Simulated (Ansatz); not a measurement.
# Tungsten, beta-Sn type under BLYP: ground state and equation of state

What does BLYP give for tungsten in the beta-Sn type structure? We relax it, solve it on a dense k-mesh, then scale the cell to 7 volumes from 88 to 112 % of the relaxed one and try a fit of the equation of state. Spin polarisation is left out. The k-meshes are 13×13×9 for the relaxation; 22×22×11 for the dense run; 15×15×8 for the volumes.

Computed with Ansatz 0.2.0 (DFT BLYP, plane waves (420 eV) with PAW, scalar-relativistic; the PAW data stem from PBE, with regenerated cores, unless a step says otherwise).

### Step 1. Starting point

The structure is tetragonal, space group I4_1/amd (No. 141). Conventional cell: a = 4.958 Å, b = 4.958 Å, c = 2.707 Å, α = 90.00°, β = 90.00°, γ = 90.00°. W (site symmetry -4m2) has 6 W at 2.57 to 2.71 Å as nearest neighbours.

As a file:

```cif
data_structure
_symmetry_space_group_name_H-M 'I4_1/amd:1'
_symmetry_Int_Tables_number 141
_cell_length_a 4.9584
_cell_length_b 4.9584
_cell_length_c 2.7073
_cell_angle_alpha 90.000
_cell_angle_beta 90.000
_cell_angle_gamma 90.000
_cell_volume 66.56
loop_
_atom_site_label
_atom_site_type_symbol
_atom_site_symmetry_multiplicity
_atom_site_Wyckoff_symbol
_atom_site_fract_x
_atom_site_fract_y
_atom_site_fract_z
_atom_site_occupancy
W1 W 4 a 0.00000 0.00000 0.00000 1
```

### Step 2. Relaxation of the cell

input.yaml

```yaml
crystal:
  lattice:
    - [-2.4791836024, 2.4791836024, 1.3536342469]
    - [2.4791836024, -2.4791836024, 1.3536342469]
    - [2.4791836024, 2.4791836024, -1.3536342469]
  atoms:
    - { symbol: W, position: [0.0, 0.0, 0.0] }
    - { symbol: W, position: [0.75, 0.25, 0.5] }
hamiltonian:
  xc: blyp
  pseudopotentials:
    kind: paw
    azcp:
      W: "pseudopotentials/W.paw.azcp"
basis:
  ecutwfc: 420
  fft_grid_basis: typed
kpoints:
  mp_grid: { grid: [13, 13, 9], shift: [0, 0, 0] }
magnetization:
  spin_polarized: false
scf:
  occupations: { method: fermi_dirac, width: 0.1 }
relax:
  max_steps: 60
  f_tol: 0.01
  cell: {}
```

Run with:

```console
$ ansatz run input.yaml --threads 2 --pin off --max-ram 5120MiB --backend cpu --events-out ev --progress --plain --runs-dir out
```

The runs that follow: Single point on a dense mesh; At 88 % of the relaxed volume; At 92 % of the relaxed volume; At 96 % of the relaxed volume; At 100 % of the relaxed volume; At 104 % of the relaxed volume; At 108 % of the relaxed volume; At 112 % of the relaxed volume.

Before running it: what results should come out? Wanted: space group; conventional cell; volume; shortest distance; gap on the mesh; relative to bcc; highest ELF outside the cores; V₀, B₀, B₀′.

**Answer**, as computed:

| quantity | value |
| --- | --- |
| space group (spins left aside) | Fddd (No. 70) |
| conventional cell | a = 2.722 Å, b = 5.493 Å, c = 9.131 Å |
| volume | 17.069 Å³/atom |
| shortest distance | 2.722 Å |
| gap on the mesh | none (levels filled in part) |
| relative to bcc | +242 meV/atom |
| highest ELF outside the cores | 0.53, 1.64 Å from the nearest atom |
| V₀, B₀, B₀′ | 17.064 Å³/atom, 259 GPa, 4.2 |

The relaxation enlarged the cell by 2.6 % in volume. What began as beta-Sn type has relaxed into Fddd. What follows belongs to that structure, not to the type named at the start. The mesh has less symmetry than the lattice, which may have let the distortion in. Against the reference form of tungsten (bcc, computed apart with the same settings) it stands 242 meV/atom higher. Levels at the Fermi energy are filled in part, as in a metal. The fitted modulus is 259 GPa; letting shape and positions relax at each volume could only lower it.
